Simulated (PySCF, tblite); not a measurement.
# C₁₈H₂₆O₄S₂: electronic excitations, NMR shifts

What do calculations give for the electronic excitations, NMR shifts of C₁₈H₂₆O₄S₂ (`O=S(=O)(c1ccccc1S(=O)(=O)C1CCCCC1)C1CCCCC1`)?

Programs: tblite 0.8.0 and PySCF 2.14.0, with routines of our own; each step states its level. All values are computed. Atoms count from 0.

## 1. The starting structure

50 atoms, charge 0, multiplicity 1; geometry from: force field, distance geometry or constructed start.

## 2. Optimising the geometry with GFN2-xTB

Job settings and geometry (Å):

```
{"job": {"kind": "relax", "xc": "GFN2-xTB", "basis": "xTB"}, "charge": 0, "multiplicity": 1}
O      1.417000    -0.410400    -2.992600
S      1.070700    -0.590600    -1.594300
O     -0.032000    -1.472000    -1.288200
C      0.710400     1.054500    -0.981200
C      1.433400     2.085500    -1.604700
C      1.223500     3.426900    -1.288800
C      0.275900     3.766200    -0.340200
C     -0.470800     2.763400     0.275500
C     -0.282700     1.397000    -0.050700
S     -1.329500     0.248300     0.845200
O     -0.481400    -0.855900     1.236500
O     -1.968800     1.011600     1.901400
C     -2.605800    -0.256900    -0.335400
C     -3.229800    -1.597800     0.056300
C     -4.256800    -1.461200     1.183500
C     -5.341700    -0.457500     0.832900
C     -4.751700     0.908800     0.492600
C     -3.665700     0.823200    -0.581000
C      2.558300    -1.189200    -0.768100
C      2.391100    -1.441400     0.727800
C      3.660500    -1.995000     1.361800
C      4.873000    -1.116700     1.074700
C      5.052000    -0.877000    -0.414500
C      3.775700    -0.307200    -1.045000
H      2.172700     1.863300    -2.377800
H      1.797300     4.203500    -1.780800
H      0.109000     4.809000    -0.075000
H     -1.217800     3.063900     1.013500
H     -2.082600    -0.401300    -1.292400
H     -3.736900    -2.017600    -0.816500
H     -2.460000    -2.322800     0.345100
H     -4.715700    -2.442000     1.373300
H     -3.758400    -1.165400     2.110700
H     -6.041200    -0.362700     1.664900
H     -5.912900    -0.826200    -0.035100
H     -5.551800     1.573200     0.141100
H     -4.356300     1.364700     1.399200
H     -3.199100     1.813600    -0.704200
H     -4.158400     0.599800    -1.535100
H      2.735500    -2.158900    -1.251600
H      2.114100    -0.513600     1.238300
H      1.589000    -2.170100     0.896800
H      3.527300    -2.092700     2.439400
H      3.851400    -3.009100     0.972100
H      5.772500    -1.585600     1.485300
H      4.752300    -0.153700     1.583000
H      5.889700    -0.196700    -0.590600
H      5.301600    -1.824300    -0.914000
H      3.621800     0.699400    -0.629900
H      3.935500    -0.181200    -2.119800
```

Run with:

```
$ OMP_NUM_THREADS=2 python large_run.py task.json out
```

One launch serves the whole session: the jobs run in the order shown.

The program printed:

```text
step      E/eV     max force
  0   -2029.09829    1.609
  1   -2029.22342    0.626
  2   -2029.28036    0.407
  3   -2029.31038    0.310
  4   -2029.32464    0.228
  5   -2029.33849    0.199
  6   -2029.35179    0.213
  7   -2029.35999    0.185
  8   -2029.36710    0.161
  9   -2029.37273    0.188
 10   -2029.37808    0.135
 11   -2029.38375    0.192
 12   -2029.39043    0.176
 13   -2029.39760    0.169
 14   -2029.40354    0.141
 15   -2029.40778    0.145
 16   -2029.41138    0.171
 17   -2029.41488    0.124
 18   -2029.41775    0.084
 19   -2029.41891    0.064
 20   -2029.42060    0.059
 21   -2029.42133    0.068
 22   -2029.42260    0.056
 23   -2029.42390    0.071
 24   -2029.42524    0.070
 25   -2029.42662    0.067
 26   -2029.42798    0.067
 27   -2029.42921    0.055
 28   -2029.43037    0.056
 29   -2029.43154    0.071
 30   -2029.43276    0.064
 31   -2029.43391    0.066
 32   -2029.43487    0.049
 33   -2029.43568    0.051
 34   -2029.43648    0.047
 35   -2029.43738    0.064
 36   -2029.43839    0.069
 37   -2029.43943    0.071
 38   -2029.44039    0.075
 39   -2029.44122    0.063
 40   -2029.44193    0.057
 41   -2029.44255    0.047
 42   -2029.44310    0.048
 43   -2029.44363    0.044
 44   -2029.44412    0.047
 45   -2029.44456    0.046
 46   -2029.44495    0.037
 47   -2029.44532    0.041
 48   -2029.44564    0.034
 49   -2029.44590    0.037
 50   -2029.44612    0.031
 51   -2029.44635    0.029
 52   -2029.44664    0.036
 53   -2029.44699    0.039
 54   -2029.44735    0.032
 55   -2029.44766    0.029
 56   -2029.44796    0.036
 57   -2029.44829    0.036
 58   -2029.44861    0.031
 59   -2029.44890    0.027
 60   -2029.44916    0.031
 61   -2029.44944    0.034
 62   -2029.44974    0.036
 63   -2029.45002    0.024
 64   -2029.45026    0.023
 65   -2029.45047    0.026
 66   -2029.45069    0.027
 67   -2029.45090    0.022
 68   -2029.45107    0.024
 69   -2029.45121    0.028
 70   -2029.45136    0.022
 71   -2029.45153    0.026
 72   -2029.45171    0.023
 73   -2029.45189    0.035
 74   -2029.45205    0.030
 75   -2029.45217    0.015
```

Run time: 2.1 s. Hardware: 2 threads of Arm Neoverse V1, shared host; peak memory 0.18 GiB.

Relaxation path:

| step | energy from step 0 (eV) | largest force (eV/Å) |
| --- | --- | --- |
| 0 | 0.0000 | 1.6089 |
| 1 | -0.1251 | 0.6260 |
| 2 | -0.1821 | 0.4064 |
| 3 | -0.2121 | 0.3097 |
| 4 | -0.2264 | 0.2280 |
| 5 | -0.2402 | 0.1996 |
| 6 | -0.2535 | 0.2132 |
| 7 | -0.2617 | 0.1843 |
| 8 | -0.2688 | 0.1618 |
| 13 | -0.2993 | 0.1687 |
| 19 | -0.3206 | 0.0642 |
| 25 | -0.3283 | 0.0669 |
| 30 | -0.3345 | 0.0643 |
| 36 | -0.3401 | 0.0696 |
| 42 | -0.3448 | 0.0477 |
| 48 | -0.3474 | 0.0337 |
| 53 | -0.3487 | 0.0384 |
| 59 | -0.3506 | 0.0275 |
| 65 | -0.3522 | 0.0260 |
| 71 | -0.3532 | 0.0258 |
| 72 | -0.3534 | 0.0234 |
| 73 | -0.3536 | 0.0351 |
| 74 | -0.3538 | 0.0297 |
| 75 | -0.3539 | 0.0154 |

Close pairs (by a distance rule), those that changed most:

| bond | before (Å) | after (Å) | change (Å) |
| --- | --- | --- | --- |
| C8–S9 | 1.794 | 1.828 | +0.034 |
| C7–C8 | 1.417 | 1.388 | -0.030 |
| S1–C18 | 1.804 | 1.829 | +0.025 |
| S9–C12 | 1.811 | 1.834 | +0.024 |
| S1–C3 | 1.792 | 1.815 | +0.023 |
| C3–C8 | 1.403 | 1.382 | -0.021 |
| C3–C4 | 1.405 | 1.388 | -0.018 |
| C12–C17 | 1.533 | 1.517 | -0.016 |

The end geometry stands in the next job.

## 3. Electronic excitations: TDA PBE0/6-31G*

Job settings and geometry (Å):

```
{"job": {"kind": "uv", "basis": "6-31G*", "grid": 1, "kgrid": 0, "vcut": 1.5, "nstates": 6, "ntriplets": 2, "tda": true, "delta": [], "pop": true, "xc": "PBE0"}, "charge": 0, "multiplicity": 1}
O      1.459831    -0.325617    -3.008355
S      1.058708    -0.549995    -1.638831
O     -0.075081    -1.415237    -1.454899
C      0.677070     1.103188    -0.994188
C      1.385767     2.128000    -1.604739
C      1.175873     3.446124    -1.238278
C      0.245701     3.742827    -0.254825
C     -0.473159     2.719578     0.338792
C     -0.265821     1.397231    -0.026895
S     -1.333175     0.185944     0.830722
O     -0.534799    -0.928165     1.261028
O     -1.945725     0.945810     1.895912
C     -2.570124    -0.334662    -0.419570
C     -3.179951    -1.646857     0.038645
C     -4.128529    -1.432705     1.212307
C     -5.214562    -0.432207     0.828970
C     -4.582174     0.911869     0.481520
C     -3.582527     0.767823    -0.665715
C      2.522811    -1.209313    -0.762441
C      2.290617    -1.344019     0.724977
C      3.533598    -1.946910     1.380544
C      4.761736    -1.087411     1.090848
C      4.967680    -0.927972    -0.413660
C      3.719467    -0.328797    -1.062237
H      2.075069     1.867142    -2.391971
H      1.730611     4.234878    -1.722666
H      0.071846     4.765883     0.041468
H     -1.205396     2.915368     1.106212
H     -1.949127    -0.507522    -1.296468
H     -3.721645    -2.094025    -0.799162
H     -2.365159    -2.317518     0.314685
H     -4.577238    -2.385600     1.499693
H     -3.564679    -1.047124     2.062583
H     -5.912509    -0.303803     1.658305
H     -5.776142    -0.813438    -0.028351
H     -5.355533     1.628085     0.195310
H     -4.063680     1.294663     1.359520
H     -3.057963     1.714652    -0.823715
H     -4.123736     0.529008    -1.586155
H      2.638320    -2.189846    -1.229323
H      2.091214    -0.359417     1.155293
H      1.413027    -1.960032     0.914925
H      3.376706    -2.022178     2.457141
H      3.696263    -2.955080     0.993157
H      5.647179    -1.544901     1.536692
H      4.629254    -0.102941     1.545289
H      5.828019    -0.285111    -0.607292
H      5.171461    -1.904589    -0.856955
H      3.544374     0.669443    -0.652391
H      3.849519    -0.241061    -2.141951
```

With the program's defaults for keys left out, this is: TDA PBE0/6-31G*, vertical, gas phase, core orbitals frozen in the response, virtual orbitals cut by energy.

The program printed:

```text
start: PBE on a coarse grid of 40367 points
cycle   1  E = -1796.6518088780  dE =  4.555e+00  |g| = 1.893e+00  |ddm| = 7.223e+00
cycle   2  E = -1790.8726181274  dE =  5.779e+00  |g| = 5.326e+00  |ddm| = 8.877e+00
cycle   3  E = -1797.0398868092  dE = -6.167e+00  |g| = 1.137e+00  |ddm| = 8.028e+00
cycle   4  E = -1797.3843213106  dE = -3.444e-01  |g| = 2.807e-01  |ddm| = 1.845e+00
cycle   5  E = -1797.3899427702  dE = -5.621e-03  |g| = 2.252e-01  |ddm| = 5.193e-01
cycle   6  E = -1797.4034180697  dE = -1.348e-02  |g| = 6.754e-02  |ddm| = 3.016e-01
cycle   7  E = -1797.4045398738  dE = -1.122e-03  |g| = 2.031e-02  |ddm| = 1.010e-01
cycle   8  E = -1797.4046171851  dE = -7.731e-05  |g| = 1.010e-02  |ddm| = 3.187e-02
cycle   9  E = -1797.4046354063  dE = -1.822e-05  |g| = 3.405e-03  |ddm| = 1.425e-02
final grid: 170773 points
cycle  10  E = -1797.2808416654  dE = -1.138e-02  |g| = 1.048e-01  |ddm| = 7.091e-01
cycle  11  E = -1797.2756075322  dE =  5.234e-03  |g| = 1.905e-01  |ddm| = 3.320e-01
cycle  12  E = -1797.2832070690  dE = -7.600e-03  |g| = 1.982e-02  |ddm| = 2.212e-01
cycle  13  E = -1797.2832914977  dE = -8.443e-05  |g| = 6.297e-03  |ddm| = 2.487e-02
cycle  14  E = -1797.2833062594  dE = -1.476e-05  |g| = 2.352e-03  |ddm| = 9.462e-03
cycle  15  E = -1797.2833029793  dE =  3.280e-06  |g| = 8.327e-04  |ddm| = 3.641e-03
cycle  16  E = -1797.2833024354  dE =  5.439e-07  |g| = 2.871e-04  |ddm| = 1.049e-03
cycle  17  E = -1797.2833030840  dE = -6.486e-07  |g| = 5.805e-05  |ddm| = 3.564e-04
converged SCF energy = -1797.2833030840

Static polarisability (au): isotropic 219.647, principal 173.970 228.720 256.251

Singlet excitations
state   eV       nm        f      main configurations
  1   5.1169    242.3   0.00536   H->L 0.81, H-1->L 0.13
  2   5.2219    237.4   0.00920   H-1->L 0.81, H->L 0.12
  3   5.3990    229.6   0.01210   H-2->L 0.93
  4   5.4617    227.0   0.02072   H-3->L 0.54, H-4->L+1 0.16, H->L+1 0.08
  5   5.7887    214.2   0.00314   H->L+1 0.69, H-1->L+1 0.15
  6   5.8936    210.4   0.00163   H-1->L+1 0.47, H-4->L 0.14, H->L+1 0.12

Triplet excitations (Tamm-Dancoff, eV): 4.0535 4.4651
```

Wall time 50 s (2 threads of Arm Neoverse V1, shared host); peak memory 1.3 GiB.

The orbitals next to the gap, with their largest atomic shares:

| orbital | eV | atoms |
| --- | --- | --- |
| HOMO−4 | -8.23 | C5 22 %, C8 19 %, C6 12 % |
| HOMO−3 | -8.07 | C7 23 %, C4 22 %, C3 12 % |
| HOMO−2 | -7.95 | O10 28 %, O2 19 %, O0 16 % |
| HOMO−1 | -7.77 | O0 19 %, O2 17 %, C18 10 % |
| HOMO | -7.67 | O11 27 %, O10 16 %, C8 9 % |
| LUMO | -1.52 | C3 22 %, C8 20 %, C6 20 % |
| LUMO+1 | -0.90 | C7 31 %, C4 30 %, C5 12 % |
| LUMO+2 | 1.17 | S1 14 %, C3 12 %, S9 12 % |
| LUMO+3 | 2.03 | S9 14 %, S1 10 %, C18 8 % |

With each of the 6 states as a Gaussian band of 0.4 eV half-width at 1/e, the curve within the window shown has maxima at 230 nm (ε 1,800) L/(mol cm). Beyond the last state computed it falls off for lack of states. The curve at chosen wavelengths:

```json
{"nm": "200", "ε (L/mol/cm)": "123"}
{"nm": "203", "ε (L/mol/cm)": "209"}
{"nm": "206", "ε (L/mol/cm)": "333"}
{"nm": "209", "ε (L/mol/cm)": "501"}
{"nm": "212", "ε (L/mol/cm)": "711"}
{"nm": "215", "ε (L/mol/cm)": "955"}
{"nm": "218", "ε (L/mol/cm)": "1211"}
{"nm": "221", "ε (L/mol/cm)": "1452"}
{"nm": "224", "ε (L/mol/cm)": "1647"}
{"nm": "227", "ε (L/mol/cm)": "1771"}
{"nm": "230", "ε (L/mol/cm)": "1811"}
{"nm": "233", "ε (L/mol/cm)": "1767"}
{"nm": "236", "ε (L/mol/cm)": "1650"}
{"nm": "238", "ε (L/mol/cm)": "1541"}
{"nm": "241", "ε (L/mol/cm)": "1348"}
{"nm": "244", "ε (L/mol/cm)": "1139"}
{"nm": "247", "ε (L/mol/cm)": "931"}
{"nm": "250", "ε (L/mol/cm)": "739"}
{"nm": "253", "ε (L/mol/cm)": "570"}
{"nm": "256", "ε (L/mol/cm)": "428"}
{"nm": "259", "ε (L/mol/cm)": "314"}
{"nm": "262", "ε (L/mol/cm)": "225"}
{"nm": "265", "ε (L/mol/cm)": "158"}
{"nm": "268", "ε (L/mol/cm)": "109"}
{"nm": "271", "ε (L/mol/cm)": "73"}
{"nm": "274", "ε (L/mol/cm)": "49"}
```

Further results of this job:

| property | computed |
| --- | --- |
| dipole moment (D) | 3.79 |
| polarisability (Å³) | 32.55 |
| HOMO–LUMO gap (eV) | 6.16 |
| −ε(HOMO) (eV) | 7.67 |

## 4. NMR shifts: GIAO KT3/pcSseg-1

The job, as its differences from that of step 3:

```diff
@@ -1,2 +1,2 @@
-{"job": {"kind": "uv", "basis": "6-31G*", "grid": 1, "kgrid": 0, "vcut": 1.5, "nstates": 6, "ntriplets": 2, "tda": true, "delta": [], "pop": true, "xc": "PBE0"}, "charge": 0, "multiplicity": 1}
+{"job": {"kind": "nmr", "xc": "KT3", "basis": "pcSseg-1", "pop": false}, "charge": 0, "multiplicity": 1}
 O      1.459831    -0.325617    -3.008355
```

With the program's defaults for keys left out, this is: GIAO KT3/pcSseg-1 NMR shielding, non-relativistic, gas phase.

The program printed:

```text
start: PBE on a coarse grid of 40367 points
cycle   1  E = -1796.0120980292  dE =  4.534e+00  |g| = 1.964e+00  |ddm| = 7.184e+00
cycle   2  E = -1789.9965843774  dE =  6.016e+00  |g| = 5.511e+00  |ddm| = 1.011e+01
cycle   3  E = -1796.3811673668  dE = -6.385e+00  |g| = 1.183e+00  |ddm| = 9.562e+00
cycle   4  E = -1796.7421006283  dE = -3.609e-01  |g| = 3.106e-01  |ddm| = 1.972e+00
cycle   5  E = -1796.7502761045  dE = -8.175e-03  |g| = 2.344e-01  |ddm| = 5.437e-01
cycle   6  E = -1796.7642808373  dE = -1.400e-02  |g| = 7.702e-02  |ddm| = 3.060e-01
cycle   7  E = -1796.7656801475  dE = -1.399e-03  |g| = 2.337e-02  |ddm| = 1.149e-01
cycle   8  E = -1796.7657814327  dE = -1.013e-04  |g| = 1.141e-02  |ddm| = 3.694e-02
cycle   9  E = -1796.7658023741  dE = -2.094e-05  |g| = 4.208e-03  |ddm| = 1.603e-02
final grid: 358265 points
cycle  10  E = -1819.7155801062  dE = -5.950e-02  |g| = 2.664e-01  |ddm| = 9.734e-01
cycle  11  E = -1819.6811048616  dE =  3.448e-02  |g| = 4.731e-01  |ddm| = 8.378e-01
cycle  12  E = -1819.7220031508  dE = -4.090e-02  |g| = 1.235e-01  |ddm| = 7.272e-01
cycle  13  E = -1819.7244375332  dE = -2.434e-03  |g| = 4.707e-02  |ddm| = 1.948e-01
cycle  14  E = -1819.7250452672  dE = -6.077e-04  |g| = 1.174e-02  |ddm| = 7.444e-02
cycle  15  E = -1819.7250821203  dE = -3.685e-05  |g| = 2.529e-03  |ddm| = 1.426e-02
cycle  16  E = -1819.7250820633  dE =  5.694e-08  |g| = 1.685e-03  |ddm| = 4.527e-03
cycle  17  E = -1819.7250851022  dE = -3.039e-06  |g| = 5.311e-04  |ddm| = 2.390e-03
cycle  18  E = -1819.7250833423  dE =  1.760e-06  |g| = 1.002e-04  |ddm| = 7.459e-04
cycle  19  E = -1819.7250841770  dE = -8.346e-07  |g| = 3.153e-05  |ddm| = 1.722e-04
converged SCF energy = -1819.7250841770

GIAO shielding tensors (ppm)
atom      isotropic    diamagn.    paramagn.     s11        s22        s33       span
  0 O      125.100     400.690    -275.591     81.521    111.191    182.587    101.066
  1 S      219.704    1060.193    -840.489     69.315    238.660    351.138    281.823
  2 O      124.502     413.334    -288.832     76.743    111.029    185.735    108.992
  3 C       52.185     272.257    -220.071     -7.440     35.305    128.691    136.132
  4 C       56.343     248.768    -192.425    -35.076     35.206    168.898    203.974
  5 C       59.668     255.102    -195.433    -39.128     45.864    172.269    211.398
  6 C       59.182     255.306    -196.123    -38.957     44.627    171.877    210.834
  7 C       58.965     248.323    -189.358    -32.297     35.762    173.431    205.728
  8 C       47.291     269.996    -222.705    -13.041     23.960    130.953    143.994
  9 S      226.202    1062.196    -835.994     79.366    234.816    364.425    285.059
 10 O      115.236     411.421    -296.185     44.108     96.355    205.245    161.137
 11 O      120.373     402.675    -282.302     57.486    124.935    178.699    121.213
 12 C      116.060     263.251    -147.191     94.459     95.789    157.933     63.474
 13 C      156.175     249.257     -93.082    144.632    158.826    165.067     20.434
 14 C      156.699     249.485     -92.785    152.479    157.853    159.766      7.286
 15 C      153.068     251.221     -98.153    148.564    154.505    156.135      7.571
 16 C      158.890     248.262     -89.372    152.841    160.322    163.507     10.666
 17 C      155.089     249.881     -94.792    146.388    157.846    161.032     14.644
 18 C      109.631     268.486    -158.855     84.425     91.038    153.430     69.005
 19 C      151.441     252.176    -100.734    143.783    150.835    159.707     15.924
 20 C      153.206     249.748     -96.542    148.431    152.460    158.727     10.296
 21 C      153.666     248.521     -94.855    149.733    154.490    156.774      7.041
 22 C      152.960     249.415     -96.455    148.832    151.822    158.227      9.395
 23 C      152.292     251.683     -99.391    149.424    151.708    155.744      6.319
 24 H       23.781      37.085     -13.304     19.707     21.896     29.739     10.032
 25 H       24.148      30.487      -6.339     20.454     25.000     26.991      6.537
 26 H       24.086      30.829      -6.743     20.325     25.122     26.811      6.486
 27 H       23.456      37.485     -14.029     18.533     22.101     29.734     11.201
 28 H       26.908      41.721     -14.814     21.690     24.389     34.644     12.954
 29 H       30.139      33.036      -2.897     25.421     28.795     36.202     10.781
 30 H       28.549      35.873      -7.323     23.347     28.969     33.332      9.986
 31 H       30.126      27.545       2.580     24.734     28.222     37.421     12.687
 32 H       29.518      32.772      -3.254     25.818     30.707     32.030      6.212
 33 H       29.811      24.651       5.161     25.201     27.191     37.042     11.840
 34 H       30.475      27.683       2.792     26.747     28.139     36.541      9.794
 35 H       30.447      26.390       4.057     25.079     28.541     37.720     12.641
 36 H       28.562      32.712      -4.150     23.319     29.968     32.400      9.081
 37 H       30.194      35.418      -5.224     24.962     30.601     35.019     10.057
 38 H       30.208      32.186      -1.978     25.772     28.692     36.160     10.388
 39 H       28.938      38.693      -9.755     27.181     29.434     30.198      3.016
 40 H       30.878      38.864      -7.986     26.222     29.873     36.539     10.317
 41 H       28.377      38.311      -9.934     21.721     27.849     35.561     13.840
 42 H       29.746      31.318      -1.572     24.370     28.624     36.244     11.874
 43 H       30.520      31.307      -0.786     26.270     28.902     36.389     10.119
 44 H       30.122      23.537       6.585     25.127     27.626     37.612     12.484
 45 H       30.895      30.736       0.158     28.174     28.901     35.609      7.435
 46 H       29.833      25.687       4.145     24.602     27.892     37.003     12.401
 47 H       30.442      28.238       2.204     26.498     28.366     36.462      9.964
 48 H       30.830      35.639      -4.809     25.160     31.297     36.034     10.875
 49 H       29.259      33.001      -3.742     23.792     30.335     33.651      9.859
```

Run time: 46 s. Hardware: 2 threads of Arm Neoverse V1, shared host; peak memory 1.2 GiB.

Shifts follow as δ = σ(reference) − σ, with reference shieldings (ppm) from runs at the same level and on the same kind of geometry: $^{1}$H TMS 31.76, $^{13}$C TMS 184.7, $^{17}$O H2O 330.8. The references are single molecules in the gas phase, so shifts against H2O, NH3, PH3, H3PO4 or CFCl3 are not on the usual liquid scales and can be off by tens of ppm. Atoms listed in one row are averaged.

| atoms | environment | σ (ppm) | δ (ppm) |
| --- | --- | --- | --- |
| C3, C8 | aromatic carbon bearing sulfur | 49.7 | 135.0 |
| C4, C7 | aromatic CH | 57.7 | 127.1 |
| C5, C6 | aromatic CH | 59.4 | 125.3 |
| C12, C18 | sp3 CH bonded to S | 112.8 | 71.9 |
| C15, C21 | sp3 CH2 in a ring | 153.4 | 31.4 |
| C13, C17, C19, C23 | sp3 CH2 in a ring | 153.7 | 31.0 |
| C14, C16, C20, C22 | sp3 CH2 in a ring | 155.4 | 29.3 |
| H24, H27 | hydrogen on an aromatic CH | 23.62 | 8.14 |
| H25, H26 | hydrogen on an aromatic CH | 24.12 | 7.64 |
| H28, H39 | hydrogen on an sp3 CH bonded to S | 27.92 | 3.84 |
| H32, H36, H42, H46 | hydrogen on an sp3 CH2 in a ring | 29.41 | 2.35 |
| H29, H38, H41, H49 | hydrogen on an sp3 CH2 in a ring | 29.50 | 2.26 |
| H30, H37, H40, H48 | hydrogen on an sp3 CH2 in a ring | 30.11 | 1.65 |
| H34, H44 | hydrogen on an sp3 CH2 in a ring | 30.30 | 1.46 |
| H33, H45 | hydrogen on an sp3 CH2 in a ring | 30.35 | 1.41 |
| H31, H35, H43, H47 | hydrogen on an sp3 CH2 in a ring | 30.38 | 1.38 |
| O0, O2, O10, O11 | S=O oxygen | 121.3 | 209.5 |
| S1, S9 | sulfone sulfur | 223 | – |

Ring of atoms C3, C4, C5, C6, C7, C8: NICS(0) -10.0, NICS(1) -11.4, NICS(1)zz -27.5 ppm (means of both faces).

Ring of atoms C12, C13, C14, C15, C16, C17: NICS(0) -1.2, NICS(1) -1.5, NICS(1)zz 1.9 ppm (means of both faces).

## 5. Results

| quantity | value |
| --- | --- |
| lowest singlet (PBE0/6-31G*) | 5.12 eV (242 nm), f = 0.005 |
| brightest single state of those computed | state 4, 5.46 eV, f = 0.021 |
| lowest triplet | 4.05 eV |
| $^{13}$C shifts against TMS (KT3/pcSseg-1, means over atoms taken as alike) | 135.0, 127.1, 125.3, 71.9, 31.4, 31.0, 29.3 ppm |
| $^{1}$H shifts against TMS (KT3/pcSseg-1, means over atoms taken as alike) | 8.14, 7.64, 3.84, 2.35, 2.26, 1.65, 1.46, 1.41, 1.38 ppm |
| $^{17}$O shifts against H2O (KT3/pcSseg-1, means over atoms taken as alike) | 209.5 ppm |
| shieldings of S (KT3/pcSseg-1, a mean where the table joins atoms) | S1 223.0 ppm |

What this shows: The lowest singlet, at 5.12 eV, is HOMO→LUMO 0.81, HOMO−1→LUMO 0.13 and is weak; of the 6 states computed, the strongest absorption comes from state 4 at 5.46 eV. The lowest triplet lies 1.06 eV below the lowest singlet. At KT3/pcSseg-1: The widest tensor belongs to S1, S9: span 283 ppm, with a paramagnetic part of -838 ppm. NICS(1)zz of -28 ppm above the planar ring from C3 marks a diatropic (aromatic) ring current.
